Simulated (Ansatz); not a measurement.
**C3H6Si: rigid torsion scan from a Python script**

The task is a rigid torsion scan, for C3H6Si.

All numbers are computed with the Python package of Ansatz 0.2.0. Level of theory: r2SCAN/def2-SVP.

**1. Starting point**

Bond lengths: Si1–C2 1.645 Å, C2–C3 1.285 Å, C2–C4 1.492 Å, C3–C4 1.496 Å, Si1–H5 1.519 Å, Si1–H6 1.539 Å, Si1–H7 1.506 Å, C3–H8 1.039 Å, C4–H9 1.142 Å, C4–H10 1.003 Å. Angles (14 of 18 angles, heavy atoms first): Si1–C2–C3 152.0°, Si1–C2–C4 143.3°, C3–C2–C4 64.7°, C2–C3–C4 64.4°, C2–C4–C3 50.9°, C2–Si1–H5 114.1°, C2–Si1–H6 113.0°, C2–Si1–H7 114.1°, C2–C3–H8 153.2°, C4–C3–H8 142.0°, C2–C4–H9 112.9°, C2–C4–H10 120.0°, C3–C4–H9 113.1°, C3–C4–H10 120.4°.

The script holds or builds the structure itself.

**2. The script**

The input, c3h6si.py:

```python
'''Rigid torsion scan of C3H6Si.'''

import ansatz as az
from ase import Atoms

atoms = Atoms(['Si', 'C', 'C', 'C', 'H', 'H', 'H', 'H', 'H', 'H'], positions=[
    (-0.8711, 0.8864, -0.8361),
    (0.0017, -0.2218, 0.0094),
    (0.3072, -1.4322, 0.3132),
    (1.1311, -0.3717, 0.973),
    (-1.9058, 0.2805, -1.7681),
    (-1.6769, 1.8353, 0.069),
    (-0.0356, 1.8082, -1.6839),
    (0.2375, -2.4626, 0.1995),
    (0.8228, -0.1733, 2.0545),
    (2.0722, -0.2, 0.6725),
])

# relax first, so that the scan starts from a minimum
first = (
    az.Crystal.molecule_from_ase(atoms).calculation()
    .basis(gaussian='def2-SVP')
    .functional('r2SCAN')
    .relax(force_tolerance=0.02, max_steps=80)  # relax until the tolerances are met
)
atoms.positions = first.run(threads=1).report['positions_ang']

start = atoms.get_dihedral(2, 1, 0, 4)
energies = {}
for turn in range(0, 121, 20):
    turned = atoms.copy()
    turned.set_dihedral(2, 1, 0, 4, start + turn, indices=[0, 4, 5, 6])
    job = az.Crystal.molecule_from_ase(turned).calculation().basis(gaussian='def2-SVP').functional('r2SCAN')
    energies[round((start + turn) % 360)] = job.run(threads=1).report['free_energy_ev']
floor = min(energies.values())
print('dihedral C2-C1-Si0-H4 (deg)   E - E(min) (kJ/mol)')
for angle, e in sorted(energies.items()):
    print(f'{angle:8d} {96.485332 * (e - floor):14.3f}  ' + '#' * int(30 * (e - floor) / max(max(energies.values()) - floor, 1e-9)))
```

**3. The run**

On the command line:

```
$ python c3h6si.py
```

The program printed:

```text
dihedral C2-C1-Si0-H4 (deg)   E - E(min) (kJ/mol)
       0          0.000
      20          1.123  #######
      40          3.366  ######################
      60          4.528  ##############################
      80          3.492  #######################
     100          1.358  ########
     120          0.295  #
```

Wall time 76 s (1 thread of Arm Neoverse V1, shared host); peak memory 0.25 GiB.

A comment line of the script is reworded here; the code is as run.

**4. Path of the relaxation of run 0**

The steps of the relaxation:

```csv
step,E - E(step 1) (eV),largest force component (eV/Å)
1,0.0000,4.8936
2,-0.7739,2.2628
3,-0.7104,4.6708
4,-0.9760,0.3731
5,-0.9815,0.0457
6,-0.9825,0.1279
7,-0.9834,0.0418
8,-0.9836,0.0218
9,-0.9837,0.0048
```

Step 1 is the start. Step 3 was tried and not accepted.

Before: Bond lengths: Si1–C2 1.645 Å, C2–C3 1.285 Å, C2–C4 1.492 Å, C3–C4 1.496 Å, Si1–H5 1.519 Å, Si1–H6 1.539 Å, Si1–H7 1.506 Å, C3–H8 1.039 Å, C4–H9 1.142 Å, C4–H10 1.003 Å. Angles (14 of 18 angles, heavy atoms first): Si1–C2–C3 152.0°, Si1–C2–C4 143.3°, C3–C2–C4 64.7°, C2–C3–C4 64.4°, C2–C4–C3 50.9°, C2–Si1–H5 114.1°, C2–Si1–H6 113.0°, C2–Si1–H7 114.1°, C2–C3–H8 153.2°, C4–C3–H8 142.0°, C2–C4–H9 112.9°, C2–C4–H10 120.0°, C3–C4–H9 113.1°, C3–C4–H10 120.4°.

After: Bond lengths: Si1–C2 1.845 Å, C2–C3 1.310 Å, C2–C4 1.532 Å, C3–C4 1.486 Å, Si1–H5 1.492 Å, Si1–H6 1.493 Å, Si1–H7 1.493 Å, C3–H8 1.089 Å, C4–H9 1.102 Å, C4–H10 1.102 Å. Angles (14 of 18 angles, heavy atoms first): Si1–C2–C3 152.6°, Si1–C2–C4 144.9°, C3–C2–C4 62.5°, C2–C3–C4 66.1°, C2–C4–C3 51.4°, C2–Si1–H5 110.7°, C2–Si1–H6 109.5°, C2–Si1–H7 109.5°, C2–C3–H8 147.8°, C4–C3–H8 146.1°, C2–C4–H9 119.1°, C2–C4–H10 119.1°, C3–C4–H9 120.0°, C3–C4–H10 120.0°.

Run 0 is this relaxation; the runs after it count from 1.

**5. The runs side by side**

One row for each of the 7 runs:

```csv
run,turn (°),energy from run 1 (eV),SCF cycles,CPU time (s)
1,0,0.0000,18,4
2,20,0.0116,18,4
3,40,0.0349,18,4.1
4,60,0.0469,18,4
5,80,0.0362,17,4
6,100,0.0141,17,4
7,120,0.0031,16,4
```

**6. Results**

```
              quantity     value
         runs compared         7
       range of energy  0.047 eV
lowest point, turn (°)         0
```

What this shows: The lowest point lies at a turn of 0°, the highest 0.047 eV (4.5 kJ/mol) above it at 60°. The grid can miss the true lowest and highest points, and the rest of the molecule is held rigid. Run 0: After 7 moves the largest shift is 0.177 Å, of atom 1 (Si). The scan is rigid and the energies are electronic, in a modest basis. With rigid groups the curve can differ much from the relaxed path, the start wasn't checked as a minimum of this torsion, and equivalent turns needn't return to the same energy.
